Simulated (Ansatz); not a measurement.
Run this with the Ansatz DFT code, driven from Python and show what comes out.

Script `energy.py`:
```python
# -*- coding: utf-8 -*-
"""Single point of CH11GeNSi2."""

import sys

import ansatz
from ase import Atoms
import numpy as np
import pandas as pd

atoms = Atoms(["C", "N", "Ge", "Si", "Si", "H", "H", "H", "H", "H", "H", "H", "H", "H", "H", "H"], positions=[
    (-2.6476, 0.551, 0.8075),
    (-1.2877, 0.031, 0.9022),
    (-0.7146, -0.4737, -0.8056),
    (1.4827, -1.1806, -0.689),
    (2.7297, 0.4713, 0.1466),
    (-2.9904, 0.8669, 1.8151),
    (-3.3365, -0.2403, 0.4414),
    (-2.6894, 1.4312, 0.1284),
    (-0.6675, 0.8149, 1.2092),
    (-1.604, -1.6276, -1.3344),
    (-0.807, 0.741, -1.7641),
    (1.5736, -2.3558, 0.1898),
    (1.9609, -1.5283, -2.0351),
    (4.1311, 0.0343, 0.2301),
    (2.6287, 1.6469, -0.7305),
    (2.2381, 0.8179, 1.4883),
])
ch11gensi2 = ansatz.Crystal.molecule_from_ase(atoms)

job = ch11gensi2.calculation().basis(gaussian="cc-pVDZ").functional("BLYP").forces()
try:
    rep = job.run().report
except ansatz.AnsatzError as error:
    sys.exit(f"{type(error).__name__}: {error}")

print("reference energy %16.6f eV" % rep["reference_energy_ev"])
print("total energy     %16.6f eV" % rep["free_energy_ev"])
print("occupied orbitals outside the frozen core (up, down):", rep["n_occupied"], " frozen:", rep["n_frozen"], " virtual:", rep["n_virtual"])

field = rep["mean_field"]
print("<S^2> =", round(abs(field["state"]["spin_squared"]), 4), " all-electron relativity setting:", field["relativity"])
print("passes:", field["passes"])
if "symmetry" in field:
    print("occupied orbitals by irrep:", field["symmetry"]["occupied"])

symbols = [site.symbol for site in ch11gensi2.cartesian_sites]
print("forces (eV/A)")
for symbol, f in zip(symbols, rep["forces_ev_ang"]):
    print(f"  {symbol:2s} {f[0]:9.4f} {f[1]:9.4f} {f[2]:9.4f}")

charges = rep["charge_distribution"]
table = pd.DataFrame({"atom": symbols, "mulliken": charges["mulliken_charges_e"], "lowdin": charges["lowdin_charges_e"]})
print(table.round(3).to_string())
print("dipole (e A):", np.round(charges["dipole_moment_e_ang"], 4) + 0.0)
```

```console
$ python energy.py
reference energy    -74977.425202 eV
total energy        -74977.425202 eV
occupied orbitals outside the frozen core (up, down): [42, 42]  frozen: 0  virtual: [104, 104]
<S^2> = 0.0  all-electron relativity setting: none
passes: {'evaluations': 17, 'products': 12}
occupied orbitals by irrep: [{'A': 42}, {'A': 42}]
forces (eV/A)
  C    -0.3742    0.4186    0.3568
  N     0.5896    0.0240    0.4238
  Ge   -0.1868   -0.1566   -0.5230
  Si   -0.1169   -0.7706   -0.2312
  Si    0.6122    0.5210    0.2697
  H    -0.1854    0.0362   -0.0005
  H     0.0019    0.1093   -0.0032
  H    -0.5149    0.1366   -0.0924
  H    -0.2162   -0.4766   -0.0119
  H    -0.2811   -0.0064    0.0471
  H    -0.1528    0.2290   -0.3429
  H     0.0718   -0.5981    0.3366
  H     0.2190   -0.2284   -0.6245
  H     0.6819   -0.0509    0.1097
  H     0.0091    0.5822   -0.3300
  H    -0.1573    0.2307    0.6160
   atom  mulliken  lowdin
0     C     0.075  -0.041
1     N    -0.289   0.088
2    Ge     0.275   0.092
3    Si     0.108   0.064
4    Si     0.149   0.150
5     H     0.002  -0.006
6     H     0.027   0.007
7     H    -0.000  -0.010
8     H     0.090   0.001
9     H    -0.061  -0.054
10    H    -0.099  -0.069
11    H    -0.053  -0.037
12    H    -0.059  -0.039
13    H    -0.050  -0.048
14    H    -0.055  -0.047
15    H    -0.059  -0.049
dipole (e A): [-0.0348  0.1563 -0.0077]
```

Caveats:
- Total energies depend on the basis set; only differences at equal settings carry meaning.
- The geometry is a force-field or estimated start, not a minimum of this method, and the basis set is short of its limit.
- The Löwdin charges here are taken after orthogonalising the functions within each atom; they differ from plain Löwdin charges, and their signs can be unphysical.
- Hardware and time: 9.8 s on 1 thread of Arm Neoverse V1 (shared host), peak memory 0.34 GiB.

(A comment or docstring line of the script was reworded after the run, the code is as it ran; lines on the test bed's own set-up are left out of the output.)
